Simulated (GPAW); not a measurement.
Crystal: HPbNO4.

```xyz
7
Lattice="4.2753 -0.0004 0.0064 -2.0840 5.2077 -0.0491 -2.1238 -1.8657 4.9149" Properties=species:S:1:pos:R:3 pbc="T T T"
H     2.2338   -1.5247    4.4769
Pb    0.1373    4.0030    0.6652
N    -2.0197    1.5311    2.4473
O     2.2736    4.7756    0.1022
O    -1.9905    2.6889    2.9560
O     2.2225    1.4102    1.1945
O    -2.0163    0.5081    3.1892
```

The cell was built by a generator and needn't be a form met in nature.

Base run:

- Program: GPAW 26.7.0
- Functional: PW91
- Potentials or basis: PAW data sets generated in the run's folder for this functional
- Cutoff: 800 eV
- Basis: pw
- k mesh: 6 × 4 × 4
- Occupations: fermi-dirac, width 0.05 eV
- Spin: no spin polarisation

Its results: band gap on the k mesh 2.86 eV, indirect (least direct gap 3.17 eV); pressure -0.5 GPa; largest force 0.087 eV/Å.

Task: The run is repeated on the same cell with these changes: functional from PW91 to AM05. What comes out?

Result: Band gap on the k mesh 2.88 eV, indirect (least direct gap 3.19 eV); pressure -2.2 GPa; largest force 0.568 eV/Å.

AM05 binds more tightly than PW91, so the same cell stands under less pressure.

Caveats: spin-orbit coupling is left out, which as a rule narrows the gap of such compounds by several tenths of an eV.

A k mesh can miss the band edges.

Not every run made on this cell is shown here.
